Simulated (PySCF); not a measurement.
# PdF₆ (-2): ligand-field states, spin distribution, part 2 of 2

PySCF 2.14.0. Atoms count from 0. The steps go on from the part before.

## (8) Ligand-field states: state-averaged CASSCF (basis x2c-TZVPall) in water

What the job is given:

```
{"job": {"kind": "lf", "basis": "x2c-TZVPall", "nevpt": true, "solvent": "water"}, "charge": -2, "metal": "Pd", "open_shell": "d6"}
Pd     0.000000     0.000000     0.000000
F      0.000000    -0.000000     1.913474
F     -0.000000     0.000000    -1.913474
F      1.913474    -0.000000    -0.000000
F     -1.913474     0.000000     0.000000
F      0.000000     1.913474    -0.000000
F     -0.000000    -1.913474     0.000000
```

With the program's defaults for keys left out, this is: state-averaged CASSCF of the metal d shell, SC-NEVPT2 on the averaged canonical orbitals, state-interaction spin-orbit coupling.

What it wrote:

```text
basis functions 249, electrons 102, active (6e, 5o)
stage 1: DIIS on the effective Fock matrix, level shift 0.30
cycle   1  E = -5636.3045528465  dE = -5.636e+03  max|g| = 2.180e+00
cycle   2  E = -5638.4499663978  dE = -2.145e+00  max|g| = 9.582e-01
cycle   3  E = -5639.9573516288  dE = -1.507e+00  max|g| = 5.232e-01
cycle   4  E = -5640.1104952476  dE = -1.531e-01  max|g| = 1.838e-01
cycle   5  E = -5640.1476097772  dE = -3.711e-02  max|g| = 1.010e-01
cycle   6  E = -5640.1668806771  dE = -1.927e-02  max|g| = 2.707e-02
cycle   7  E = -5640.1689257207  dE = -2.045e-03  max|g| = 2.201e-02
cycle   8  E = -5640.1694892782  dE = -5.636e-04  max|g| = 5.146e-03
cycle   9  E = -5640.1695992017  dE = -1.099e-04  max|g| = 5.554e-03
cycle  10  E = -5640.1696054988  dE = -6.297e-06  max|g| = 2.533e-03
cycle  11  E = -5640.1696098917  dE = -4.393e-06  max|g| = 2.550e-03
...
cycle  28  E = -5640.1696247703  dE =  1.207e-08  max|g| = 6.611e-04
cycle  29  E = -5640.1696246090  dE =  1.613e-07  max|g| = 6.225e-04
cycle  30  E = -5640.1696241344  dE =  4.746e-07  max|g| = 5.534e-04
cycle  31  E = -5640.1696227052  dE =  1.429e-06  max|g| = 7.949e-04
cycle  32  E = -5640.1696187616  dE =  3.944e-06  max|g| = 1.243e-03
stage 2: quasi-Newton rotations from the point of smallest gradient
cycle  34  E = -5640.1696248265  dE = -6.921e-07  max|g| = 8.335e-04
cycle  35  E = -5640.1696258516  dE = -1.025e-06  max|g| = 1.266e-04
cycle  36  E = -5640.1696258773  dE = -2.577e-08  max|g| = 1.164e-04
cycle  37  E = -5640.1696259028  dE = -2.551e-08  max|g| = 1.703e-05
cycle  38  E = -5640.1696259036  dE = -7.149e-10  max|g| = 5.884e-06
converged average energy = -5640.1696259036

 mult deg   label        CASSCF/cm-1   NEVPT2/cm-1
   1   1   1A1g                0.0           0.0
   3   3   3T1g            18434.9       23925.7
   3   3   3T2g            24323.9       28039.7
   1   3   1T1g            24204.4       29264.5
   1   3   1T2g            34332.9       36630.7
   5   3   5T2g            28842.2       41614.6
   3   3   3T1g            43947.3       53321.8
   3   3   3T2g            44163.2       54126.6
   3   3   3T1g            47366.9       56858.4
   3   3   3T2g            49950.6       57246.6
   3   2   3Eg             47697.8       57644.1
   1   3   1T2g            50794.3       59646.0
   1   2   1Eg             51913.4       60382.6
   1   1   1A1g            52957.4       61593.1
   1   3   1T2g            57693.8       64281.7
   1   1   1A2g            59507.7       64912.5
   1   3   1T1g            58262.5       65102.8
   3   3   3T1g            64482.1       66761.0
   3   1   3A2g            59948.4       68743.9
   1   2   1Eg             67449.7       71509.0
   5   2   5Eg             56409.7       71789.2
   1   3   1T2g            72185.9       75663.3
   3   2   3Eg             71073.7       83834.5
   1   2   1Eg             78291.8       84684.8
   3   3   3T1g            73467.9       85930.2
   3   3   3T2g            74048.6       86685.2
   3   1   3A1g            74945.6       87426.0
   3   2   3Eg             77643.2       88920.2
   1   1   1A1g            81706.3       90100.9
   3   1   3A2g            81339.6       90347.6
   1   3   1T2g            81899.5       90825.5
   1   1   1A2g            81159.6       92230.0
   1   3   1T1g            83340.1       93868.3
   1   2   1Eg             94139.5       93923.0
   1   1   1A1g            96013.4       95724.8
   3   3   3T2g            91539.5       98357.2
   3   3   3T1g            91887.9       99134.9
   1   3   1T1g            98567.5      103736.8
   1   3   1T2g            97688.4      106256.9
   3   3   3T1g           105492.3      118357.1
   1   3   1T2g           120390.5      127006.4
   1   2   1Eg            116463.4      127136.3
   1   1   1A1g           137962.3      138797.0

spin-orbit levels / cm-1
      0.00  x1  1A1g 0.98
  23275.00  x1  3T1g 0.92 3T2g 0.07
  23275.03  x1  3T1g 0.92 3T2g 0.07
  23442.23  x1  3T1g 0.97
  23442.26  x2  3T1g 0.97
  24286.24  x3  3T1g 0.89 3T2g 0.07
  25155.34  x1  3T1g 0.96
  27341.80  x1  3T2g 0.72 1T1g 0.18 3T1g 0.09
  27341.83  x2  3T2g 0.72 1T1g 0.18 3T1g 0.09
  28048.87  x1  3T2g 0.92 3T1g 0.07
  28048.90  x1  3T2g 0.92 3T1g 0.07
  28862.25  x1  3T2g 0.97
  28862.26  x2  3T2g 0.97
  29325.75  x1  3T2g 0.99
  30096.40  x3  1T1g 0.79 3T2g 0.20
  36850.25  x2  1T2g 0.98
  36850.28  x1  1T2g 0.98
  40781.53  x3  5T2g 0.99
  41664.55  x3  5T2g 0.99
  41676.59  x2  5T2g 0.98
  42736.33  x3  5T2g 0.99
  42758.16  x3  5T2g 0.98
  42785.02  x1  5T2g 0.97
  52821.11  x1  3T1g 0.73 3T2g 0.22
  52821.12  x1  3T1g 0.73 3T2g 0.22
  53259.52  x1  3T1g 0.74 3T2g 0.25
  53259.58  x2  3T1g 0.74 3T2g 0.25
  53486.40  x2  3T1g 0.78 3T2g 0.20
  53486.49  x1  3T1g 0.78 3T2g 0.20
  53721.40  x1  3T1g 0.97
```

Run time: 29 s. Hardware: 1 thread of AMD EPYC 9R14, shared host; peak memory 1.1 GiB.

Warnings kept with the result: strongly covalent, metal-shell active space is small for this complex.

Key values:

| quantity | value |
| --- | --- |
| spin-orbit constant ζ | 1397 cm⁻¹ |

Powder susceptibility:

| T (K) | χT (cm³ K/mol) | μ(eff) |
| --- | --- | --- |
| 2 | 0.000 | 0.03 |
| 20 | 0.001 | 0.09 |
| 100 | 0.005 | 0.21 |
| 300 | 0.016 | 0.36 |

## (9) Ligand-field states: state-averaged CASSCF (avg hs) in water

Settings changed since step 8:

```diff
@@ -1,2 +1,2 @@
-{"job": {"kind": "lf", "basis": "x2c-TZVPall", "nevpt": true, "solvent": "water"}, "charge": -2, "metal": "Pd", "open_shell": "d6"}
+{"job": {"kind": "lf", "basis": {"metal": "x2c-TZVPall", "ligand": "x2c-SVPall"}, "nevpt": true, "solvent": "water", "avg": "hs"}, "charge": -2, "metal": "Pd", "open_shell": "d6"}
 Pd     0.000000     0.000000     0.000000
```

Method: state-averaged CASSCF of the metal d shell, SC-NEVPT2 on the averaged canonical orbitals, state-interaction spin-orbit coupling.

What it wrote:

```text
basis functions 147, electrons 102, active (6e, 5o)
stage 1: DIIS on the effective Fock matrix, level shift 0.30
cycle   1  E = -5635.8331939091  dE = -5.636e+03  max|g| = 2.378e+00
cycle   2  E = -5638.0019356409  dE = -2.169e+00  max|g| = 9.741e-01
cycle   3  E = -5639.4180966667  dE = -1.416e+00  max|g| = 4.528e-01
cycle   4  E = -5639.4927131512  dE = -7.462e-02  max|g| = 1.112e-01
cycle   5  E = -5639.5178846602  dE = -2.517e-02  max|g| = 4.495e-02
cycle   6  E = -5639.5196250699  dE = -1.740e-03  max|g| = 3.763e-02
cycle   7  E = -5639.5216213631  dE = -1.996e-03  max|g| = 1.251e-02
cycle   8  E = -5639.5217212162  dE = -9.985e-05  max|g| = 7.164e-03
cycle   9  E = -5639.5217336716  dE = -1.246e-05  max|g| = 5.157e-03
cycle  10  E = -5639.5217805433  dE = -4.687e-05  max|g| = 1.205e-03
cycle  11  E = -5639.5217830610  dE = -2.518e-06  max|g| = 7.459e-04
cycle  12  E = -5639.5217802894  dE =  2.772e-06  max|g| = 1.288e-03
cycle  13  E = -5639.5217763303  dE =  3.959e-06  max|g| = 1.478e-03
cycle  14  E = -5639.5217700401  dE =  6.290e-06  max|g| = 2.241e-03
cycle  15  E = -5639.5217602892  dE =  9.751e-06  max|g| = 3.172e-03
cycle  16  E = -5639.5217441544  dE =  1.613e-05  max|g| = 3.878e-03
cycle  17  E = -5639.5217153557  dE =  2.880e-05  max|g| = 4.675e-03
cycle  18  E = -5639.5216679109  dE =  4.744e-05  max|g| = 5.976e-03
cycle  19  E = -5639.5215837726  dE =  8.414e-05  max|g| = 9.003e-03
cycle  20  E = -5639.5214443850  dE =  1.394e-04  max|g| = 1.184e-02
cycle  21  E = -5639.5212091314  dE =  2.353e-04  max|g| = 1.558e-02
cycle  22  E = -5639.5208284868  dE =  3.806e-04  max|g| = 1.999e-02
cycle  23  E = -5639.5202321652  dE =  5.963e-04  max|g| = 2.532e-02
stage 2: quasi-Newton rotations from the point of smallest gradient
cycle  25  E = -5639.5217843906  dE = -1.330e-06  max|g| = 7.016e-04
cycle  26  E = -5639.5217851080  dE = -7.175e-07  max|g| = 1.536e-04
cycle  27  E = -5639.5217851431  dE = -3.502e-08  max|g| = 3.659e-05
cycle  28  E = -5639.5217851465  dE = -3.421e-09  max|g| = 1.156e-05
cycle  29  E = -5639.5217851470  dE = -5.366e-10  max|g| = 9.021e-06
converged average energy = -5639.5217851470

 mult deg   label        CASSCF/cm-1   NEVPT2/cm-1
   1   1   1A1g                0.0           0.0
   3   3   3T1g            17573.3       26448.8
   3   3   3T2g            23361.8       31069.1
   1   3   1T1g            23672.8       31957.0
   1   3   1T2g            33952.0       40058.5
   5   3   5T2g            27282.2       45947.6
   3   3   3T1g            43093.9       57983.8
   3   3   3T2g            43391.9       58809.1
   3   3   3T1g            47063.3       62124.8
   3   3   3T2g            49238.9       62313.6
   3   2   3Eg             47289.1       62824.0
   1   3   1T2g            50531.0       64584.9
   1   2   1Eg             51741.2       65588.9
   1   1   1A1g            52916.3       66849.5
   1   3   1T2g            57910.4       69634.0
   1   3   1T1g            58240.1       70758.0
   1   1   1A2g            59235.5       70765.0
   3   3   3T1g            63799.5       72783.6
   3   1   3A2g            60512.6       74888.4
   1   2   1Eg             67945.1       77717.3
   5   2   5Eg             55203.5       78158.8
   1   3   1T2g            72311.0       82160.5
   3   2   3Eg             70795.6       90408.9
   1   2   1Eg             78481.8       91482.1
   3   3   3T1g            73843.9       92907.8
   3   3   3T2g            74515.0       93731.7
   3   1   3A1g            75441.4       94560.9
   3   2   3Eg             78259.5       96026.5
   1   1   1A1g            82406.2       97099.9
   3   1   3A2g            82657.4       97298.3
   1   3   1T2g            82690.8       98053.3
   1   1   1A2g            82019.2       99380.6
   1   3   1T1g            84425.9      100942.2
   1   2   1Eg             95793.0      101520.2
   1   1   1A1g            97706.1      103703.5
   3   3   3T2g            92803.3      106163.3
   3   3   3T1g            93224.0      107088.5
   1   3   1T1g           100189.5      111684.5
   1   3   1T2g            99395.0      114308.8
   3   3   3T1g           107616.5      126797.5
   1   3   1T2g           123899.6      135633.7
   1   2   1Eg            119291.2      136121.5
   1   1   1A1g           142748.3      147747.7

spin-orbit levels / cm-1
      0.00  x1  1A1g 0.99
  25766.30  x2  3T1g 0.93 3T2g 0.06
  25928.18  x3  3T1g 0.97
  26836.82  x3  3T1g 0.90 3T2g 0.06
  27721.37  x1  3T1g 0.96
  30198.03  x3  3T2g 0.68 1T1g 0.22 3T1g 0.08
  31029.56  x2  3T2g 0.93 3T1g 0.06
  31911.24  x3  3T2g 0.98
  32405.71  x1  3T2g 0.99
  32907.81  x3  1T1g 0.74 3T2g 0.25
  40269.42  x3  1T2g 0.98
  45048.38  x3  5T2g 0.99
  45967.73  x3  5T2g 0.99
  45978.52  x2  5T2g 0.98
  47087.74  x3  5T2g 0.99
  47107.59  x3  5T2g 0.98
  47132.05  x1  5T2g 0.97
  57430.58  x2  3T1g 0.73 3T2g 0.23
  57906.64  x3  3T1g 0.75 3T2g 0.24
  58128.31  x3  3T1g 0.78 3T2g 0.20
  58361.88  x1  3T1g 0.97
  58761.64  x1  3T2g 0.97
  58973.22  x3  3T2g 0.71 3T1g 0.23
  59459.33  x3  3T2g 0.76 3T1g 0.19
  59662.88  x2  3T2g 0.71 3T1g 0.22 3T1g 0.06
  61553.75  x2  3T2g 0.50 3T1g 0.39 3T1g 0.04
```

Wall time 11 s (1 thread of AMD EPYC 9R14, shared host); peak memory 0.61 GiB.

Warnings kept with the result: strongly covalent, metal-shell active space is small for this complex.

Key values:

| quantity | value |
| --- | --- |
| spin-orbit constant ζ | 1453 cm⁻¹ |

Powder susceptibility:

| T (K) | χT (cm³ K/mol) | μ(eff) |
| --- | --- | --- |
| 2 | 0.000 | 0.03 |
| 20 | 0.001 | 0.09 |
| 100 | 0.006 | 0.21 |
| 300 | 0.017 | 0.36 |

## (10) The runs side by side

From the NEVPT2 states (cm⁻¹; the spread is that of the fitted one-electron ligand-field levels):

| step | setting | ground state | next state | orbital spread | Racah B | ζ | μ(eff), 300 K |
| --- | --- | --- | --- | --- | --- | --- | --- |
| 3 | as given | 1A1g | 3T1g at 24491 | 29872 | 691 | 1394 | 0.35 |
| 8 | basis x2c-TZVPall | 1A1g | 3T1g at 23926 | 29341 | 681 | 1397 | 0.36 |
| 9 | avg hs | 1A1g | 3T1g at 26449 | 31156 | 729 | 1453 | 0.36 |

## (11) Outcome

The summary covers parts 1 to 2.

| quantity | value |
| --- | --- |
| point group | Oh |
| rotational constants (main isotopes) | 1.82, 1.82, 1.81 GHz |
| spin-orbit constant ζ (step 3, state-averaged CASSCF in water) | 1394 cm⁻¹ |
| ground multiplicity, μ(eff) at 300 K (step 3, 6 donors at 1.91 Å) | 1, 0.35 μB |
| ground multiplicity, μ(eff) at 300 K (step 8, 6 donors at 1.91 Å) | 1, 0.36 μB |
| ground multiplicity, μ(eff) at 300 K (step 9, 6 donors at 1.91 Å) | 1, 0.36 μB |

Over 10 steps the energy fell by 0.026 eV; of the close pairs, Pd0–F6 changed most, 1.939 to 1.914 Å. In step 3, χT goes from 0.00 at 2 K to 0.02 cm³ K/mol at 300 K: the ground level is non-magnetic, and only a small temperature-independent term remains. The spread of the ligand-field levels runs from 29341 cm⁻¹ (basis x2c-TZVPall) to 31156 cm⁻¹ (avg hs); μ(eff) at 300 K: 0.35 to 0.36 μB. The bonding is strongly covalent, and an active space of the metal's shell alone is small for it, so these values are rough.
